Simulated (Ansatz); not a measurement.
Working through a table of relaxed lattice constants and trends of a series on the perovskite structure: KGeO3, KSnO3, KPbO3

Program: Ansatz's Python interface.

The cells in order, each with its output:

In [1]:
```python
import csv
import warnings

import ansatz as az
import numpy as np
```

In [2]:
```python
def perovskite(first, second, third, a):
    return (
        az.Lattice.cubic(a)
        .space_group(221)
        .atom(first, (0, 0, 0))
        .atom(second, (0.5, 0.5, 0.5))
        .atom(third, (0.5, 0.5, 0))
    )
```

In [3]:
```python
def solve(name, crystal, relax=True):
    calc = (
        crystal.calculation()
        .functional(az.Functional.LDA)
        .basis(18 * az.Ha, xc_grid=2)
        .mixing("anderson", ndim=4, beta=0.4)
        .scf(extra_bands=4)
        .kpoints(spacing=0.39)  # sampling of the Brillouin zone
        .occupations("gaussian", width=0.05)  # the run then minimises F = E - TS
        .stress()  # GPa
        .band_table()
    )
    if relax:
        calc = calc.relax(force_tolerance=0.03, max_steps=60, cell=True)
    return calc.run(threads=1)

def bulk_modulus(name, outcome, step=0.015):
    # B = -V dP/dV from the pressures of two uniformly scaled cells, atoms held at their fractions
    pressure = []
    for factor in (1 - step, 1.0, 1 + step):
        cell = az.Crystal(lattice=az.Lattice.of(outcome.lattice.cell_ang * factor ** (1 / 3)))
        for site in outcome.report["lattice"]["sites"]:
            cell = cell.atom(site["symbol"], site["position_frac"])
        pressure.append(np.trace(solve(name, cell, relax=False).report["stress_gpa"]) / 3)
    slope, bend = (pressure[0] - pressure[2]) / (2 * step), abs(pressure[0] + pressure[2] - 2 * pressure[1])
    # a jump of mesh or basis between the cells shows as a kink: no modulus then
    return float(slope) if bend < 12 * step**2 * abs(slope) + 0.15 and abs(pressure[1]) < 1.5 else float("nan")
```

In [4]:
```python
def relaxed_twice(name, crystal):
    # the second pass draws mesh and plane waves anew for the relaxed cell
    first = solve(name, crystal)
    again = az.Crystal(lattice=az.Lattice.of(first.lattice.cell_ang))
    for site in first.report["lattice"]["sites"]:
        again = again.atom(site["symbol"], site["position_frac"])
    return solve(name, again)
```

In [5]:
```python
def volume_per_atom(outcome):
    return abs(np.linalg.det(outcome.lattice.cell_ang)) / len(outcome.lattice.sites)
```

In [6]:
```python
# rough a for each member; the cell is relaxed
warnings.simplefilter("ignore", az.DeckWarning)
```

In [7]:
```python
phases = {}
phases["KGeO3"] = perovskite("K", "Ge", "O", 4.2)
phases["KSnO3"] = perovskite("K", "Sn", "O", 4.32)
phases["KPbO3"] = perovskite("K", "Pb", "O", 4.36)
```

In [8]:
```python
done = {}
for name, crystal in phases.items():
    try:
        done[name] = relaxed_twice(name, crystal)
    except az.NonConvergedError as error:
        print(name, "did not converge:", str(error)[:120])

rows = [(name, float(np.linalg.norm(o.lattice.cell_ang[0])), volume_per_atom(o), bulk_modulus(name, o)) for name, o in done.items()]
with open("series.csv", "w", newline="") as handle:
    writer = csv.writer(handle)
    writer.writerow(["compound", "a (A)", "V (A^3/atom)", "B (GPa)"])
    writer.writerows([round(v, 4) if isinstance(v, float) else v for v in row] for row in rows)
print(open("series.csv").read())
```
```text
compound,a (A),V (A^3/atom),B (GPa)
KGeO3,3.7654,10.6774,172.4425
KSnO3,4.0516,13.3018,144.3978
KPbO3,4.2008,14.8265,112.1883
```

From smallest to largest: KGeO3 (10.68 Å³), KSnO3 (13.30 Å³) and KPbO3 (14.83 Å³). The largest is 39 % above the smallest.

Reading the output:
- These settings explore the input space; cutoff and mesh may be short of convergence.
- A cell here holds an odd number of electrons and is run without spin, so a magnetic state may lie lower.
- The bulk modulus is taken at fixed shape and positions, an upper value where these are free.
- Pressure is positive in compression.
- Spin-orbit coupling, which matters for elements this heavy, is left out.
- The cells are built on a prototype by substitution; a member may or may not take this structure in nature.
- Finished in 55 s on 1 thread of Arm Neoverse V1, on a shared host, peak memory 0.44 GiB.
